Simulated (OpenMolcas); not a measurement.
# C3H10OSi (trimethylsilanol): levels of theory compared

We compute a comparison of 5 runs (HF/STO-3G, B2PLYP/6-31G*, TPSS/6-31G*, revPBE/6-31G*, MP2/6-31G*) of C3H10OSi (trimethylsilanol). 

The calculation is run with OpenMolcas 26.06.

**1. Starting point**

C3H10OSi: 15 atoms, total charge 0, spin state singlet. As SMILES, `C[Si](C)(C)O`. Geometry: relaxed at PBE0-D4/def2-TZVP. This is one conformer, not always the lowest.

Bond lengths: C1–Si2 1.870 Å, Si2–C3 1.870 Å, Si2–C4 1.861 Å, Si2–O5 1.660 Å, C1–H6 1.094 Å, C1–H7 1.094 Å, C1–H8 1.093 Å, C3–H9 1.094 Å, C3–H10 1.093 Å, C3–H11 1.094 Å, C4–H12 1.093 Å, C4–H13 1.093 Å, C4–H14 1.093 Å, O5–H15 0.957 Å. Some angles: C1–Si2–C3 109.3°, C1–Si2–C4 111.0°, C1–Si2–O5 110.3°, C3–Si2–C4 111.0°, C3–Si2–O5 110.3°, C4–Si2–O5 104.8°, Si2–C1–H6 111.5°, Si2–C1–H7 111.0°, Si2–C1–H8 111.0°, Si2–C3–H9 111.5°.

**2. Energy and forces at HF/STO-3G (run 1)**

The input, run.inp:

```
>>> EXPORT MOLCAS_PRINT=2

&GATEWAY
 BasLib
 $CurrDir
 Coord
 15
 angstrom
 C       -1.759880       0.191150       0.071540
 Si       0.089930       0.200980      -0.204700
 C        0.959910       0.370300       1.442320
 C        0.639300      -1.339490      -1.093220
 O        0.516200       1.448090      -1.213440
 H       -2.095970       1.106050       0.568270
 H       -2.057470      -0.651720       0.702020
 H       -2.296730       0.107790      -0.876880
 H        0.664600       1.288070       1.959260
 H        2.044780       0.393380       1.311290
 H        0.718200      -0.468650       2.101280
 H        0.405110      -2.234400      -0.510590
 H        1.717690      -1.322690      -1.268870
 H        0.142180      -1.426990      -2.062380
 H        0.312140       2.338130      -0.925910
 Basis
 STO-3G
 Group
 NoSym

&SEWARD

&SCF
 Thresholds
 1e-10 1e-07 1e-07 1e-05
 PrOrbitals
 1 2

&ALASKA
```

The basis set STO-3G is read from a file made from the Basis Set Exchange's data (not shown).

Command:

```sh
$ export MOLCAS_MEM=1860
$ pymolcas run.inp > run.log
```

Standard output:

```text
--- Start Module: gateway ---
[...]
--- Stop Module: gateway /rc=_RC_ALL_IS_WELL_ ---
[...]
      Basis functions           39
[...]
--- Start Module: scf ---
[...]
       Convergence after  11 Iterations
[...]
::    Total SCF energy                               -477.5601571675
[...]
      Total spin, S                                     0.0000000000
[...]
      Total electronic charge=   50.000000
      Total            charge=   -0.000000
[...]
      Dipole Moment (debye):
      Origin of the operator (angstrom)=    0.0932    0.2062   -0.2119
                   X= -5.7051E-01               Y=  2.2161E-01               Z=  1.1014E+00           Total=  1.2601E+00
      Quadrupole Moment (debye*angstrom):
[...]
 *              Molecular gradients               *
 **************************************************
  Irreducible representation: a
 ------------------------------------------------------------------------------------------
                              X                       Y                       Z
 ------------------------------------------------------------------------------------------
  C1                4.64129154667958E-03    9.15122345524572E-04   -2.13689474340484E-03
  SI2               4.67797999488728E-03   -3.94924930032747E-03   -8.75960219320637E-03
  C3               -1.11556047548289E-03    5.28763612713923E-04   -5.04102621410141E-03
  C4               -1.23999699210442E-03    4.90242264558383E-03    1.80881088533713E-03
  O5               -1.51788365892802E-02    2.49924474742862E-02    2.68071548262530E-02
  H6               -2.49145268208517E-03    8.43216743625685E-03    4.97455231229349E-03
  H7               -1.95940716556464E-03   -7.77139179696640E-03    6.36580475376203E-03
  H8               -3.57899450624677E-03   -6.81167433444430E-04   -8.91334594561055E-03
[...]
```

Wall time 3.9 s (1 thread of Intel Xeon Platinum 8259CL at 2.50GHz (Skylake/Cascade Lake), shared host); peak memory 0.38 GiB.

**3. The energy at B2PLYP/6-31G(d) (spherical functions) (run 2)**

The input, job.inp:

```
* C3H10OSi Kohn-Sham DFT
>>> EXPORT MOLCAS_PRINT=2

&GATEWAY
 BasLib=$CurrDir
 Coord
 15
 bohr
 C     -3.32569121     0.36122115     0.13519101
 Si     0.16994307     0.37979716    -0.38682694
 C      1.81396700     0.69976558     2.72558978
 C      1.20810191    -2.53126925    -2.06588639
 O      0.97547663     2.73649350    -2.29306927
 H     -3.96080927     2.09013158     1.07387466
 H     -3.88805481    -1.23157231     1.32662553
 H     -4.34019068     0.20369358    -1.65706304
 H      1.25591198     2.43409953     3.70246481
 H      3.86407419     0.74338046     2.47797897
 H      1.35720130    -0.88562015     3.97084371
 H      0.76554695    -4.22240405    -0.96487526
 H      3.24596367    -2.49952185    -2.39781679
 H      0.26868126    -2.69662028    -3.89733336
 H      0.58985911     4.41842534    -1.74971632
 Basis=6-31Gs
 Group=NoSym

&SEWARD
 GridInput
 Grid=UltraFine
 End of Grid

&SCF
 KSDFT=B2PLYP_SCF
 Thresholds=1e-10 1e-07 1e-07 1e-05
 PrOrbitals=1 2

&MBPT2
 Frozen=9
```

The basis set 6-31G* is read from a file made from the Basis Set Exchange's data (not shown).

Command:

```sh
$ export MOLCAS_MEM=1860
$ pymolcas job.inp > job.log
```

Standard output:

```text
--- Start Module: gateway ---
[...]
--- Stop Module: gateway /rc=_RC_ALL_IS_WELL_ ---
[...]
      Basis functions           94
[...]
--- Start Module: scf ---
[...]
       Convergence after  12 Iterations
[...]
::    Total KS-DFT energy                            -484.5220084274
[...]
      Total spin, S                                     0.0000000000
[...]
      Total electronic charge=   50.000000
      Total            charge=   -0.000000
[...]
      Dipole Moment (debye):
      Origin of the operator (angstrom)=    0.0932    0.2062   -0.2119
                   X= -6.5523E-01               Y=  4.9235E-01               Z=  1.2338E+00           Total=  1.4812E+00
      Quadrupole Moment (debye*angstrom):
[...]
--- Stop Module: scf /rc=_RC_ALL_IS_WELL_ ---
[...]
--- Start Module: mbpt2 ---
[...]
 ###    WARNING: MP2 implementation intended for RHF references only         ###
 ###############################################################################
MBPT2 WARNING: Reference function according to RunFile:KS-DFT
I'll assume you know what you're doing and continue
WARNING!
Default frozen orbitals as non valence orbitals is overwritten by user input.
Default values:   6
[...]
       Reference weight ( Cref**2 )         =        0.75307
::    Total MBPT2 energy                             -485.3164616210
[...]
      Total MBPT2 calculations                           0.48      0.55
--- Stop Module: mbpt2 /rc=_RC_ALL_IS_WELL_ ---
[...]
```

Wall time 47 s (1 thread of Intel Xeon Platinum 8259CL at 2.50GHz (Skylake/Cascade Lake), shared host); peak memory 0.52 GiB.

Runs 3 to 4 aren't shown in full; the table further down has their settings and results.

**4. A single-point energy at MP2/6-31G(d) (spherical functions) (run 5)**

The input, test.input:

```
&GATEWAY
BasLib
$CurrDir
Coord
15
bohr
C     -3.32569121     0.36122115     0.13519101
Si     0.16994307     0.37979716    -0.38682694
C      1.81396700     0.69976558     2.72558978
C      1.20810191    -2.53126925    -2.06588639
O      0.97547663     2.73649350    -2.29306927
H     -3.96080927     2.09013158     1.07387466
H     -3.88805481    -1.23157231     1.32662553
H     -4.34019068     0.20369358    -1.65706304
H      1.25591198     2.43409953     3.70246481
H      3.86407419     0.74338046     2.47797897
H      1.35720130    -0.88562015     3.97084371
H      0.76554695    -4.22240405    -0.96487526
H      3.24596367    -2.49952185    -2.39781679
H      0.26868126    -2.69662028    -3.89733336
H      0.58985911     4.41842534    -1.74971632
Basis
6-31Gs
Group
NoSym
&SEWARD
&SCF
Thresholds
1e-10 1e-07 1e-07 1e-05
PrOrbitals
1 2
&MBPT2
Frozen
9
```

The basis set 6-31G* is read from a file made from the Basis Set Exchange's data (not shown).

Command:

```sh
$ export MOLCAS_MEM=1860
$ pymolcas test.input > test.log
```

Standard output:

```text
--- Start Module: gateway ---
[...]
--- Stop Module: gateway /rc=_RC_ALL_IS_WELL_ ---
[...]
      Basis functions           94
[...]
--- Start Module: scf ---
[...]
       Convergence after  12 Iterations
[...]
::    Total SCF energy                               -483.2759557172
[...]
      Total spin, S                                     0.0000000000
[...]
      Total electronic charge=   50.000000
      Total            charge=   -0.000000
[...]
      Dipole Moment (debye):
      Origin of the operator (angstrom)=    0.0932    0.2062   -0.2119
                   X= -6.8812E-01               Y=  5.2563E-01               Z=  1.2946E+00           Total=  1.5575E+00
      Quadrupole Moment (debye*angstrom):
[...]
--- Stop Module: scf /rc=_RC_ALL_IS_WELL_ ---
[...]
--- Start Module: mbpt2 ---
[...]
WARNING!
Default frozen orbitals as non valence orbitals is overwritten by user input.
Default values:   6
[...]
       Reference weight ( Cref**2 )         =        0.82273
::    Total MBPT2 energy                             -483.9275340032
[...]
      Total MBPT2 calculations                           0.51      0.59
--- Stop Module: mbpt2 /rc=_RC_ALL_IS_WELL_ ---
[...]
```

Run time: 16 s. Hardware: 1 thread of Intel Xeon Platinum 8259CL at 2.50GHz (Skylake/Cascade Lake), shared host; peak memory 0.52 GiB.

**5. Overview of the runs**

```csv
run,level,task,frozen core orbitals,energy (Eh),dipole moment (D) of the reference,HOMO energy (eV),LUMO energy (eV),wall time
1,HF/STO-3G,gradient,–,-477.560157,1.26,-8.86,13.50,3.9 s
2,B2PLYP/6-31G* (spherical functions),energy,9,-484.736511,1.48,-9.07,3.03,47 s
3,TPSS/6-31G* (spherical functions),gradient,–,-485.152974,1.35,-6.33,1.14,2.7 min
4,revPBE/6-31G* (spherical functions),gradient,–,-484.969863,1.34,-6.12,1.03,2.1 min
5,MP2/6-31G* (spherical functions),energy,9,-483.927534,1.56,-11.31,5.20,16 s
```

**6. Outcome**

| quantity | value |
| --- | --- |
| run 5: total energy | -483.92753 Eh |
| run 5: dipole moment (mean-field density) | 1.56 D |
| run 5: HOMO energy (Hartree–Fock orbitals) | -11.31 eV |
| run 5: LUMO energy (Hartree–Fock orbitals) | 5.20 eV |
| run 5: HOMO–LUMO gap (Hartree–Fock orbitals) | 16.51 eV |
| run 5: correlation energy (9 core orbitals frozen) | -651.6 mEh |

Over runs 1, 2, 3, 4 the dipole moment (its size) runs from 1.26 D (HF/STO-3G) to 1.48 D (B2PLYP/6-31G*). The two ends differ in method and basis. A double hybrid's value is that of its SCF part. Over runs 1, 2, 3, 4 the HOMO–LUMO gap runs from 7.15 eV (revPBE/6-31G*) to 22.36 eV (HF/STO-3G). For B2PLYP the log adds the whole second-order term; the table takes 0.27 of it, as the functional is defined. Totals of different functionals can't be ranked against each other. In run 1 the basis is minimal, so the values are rough. All runs together took 5.9 min, the longest 2.7 min.
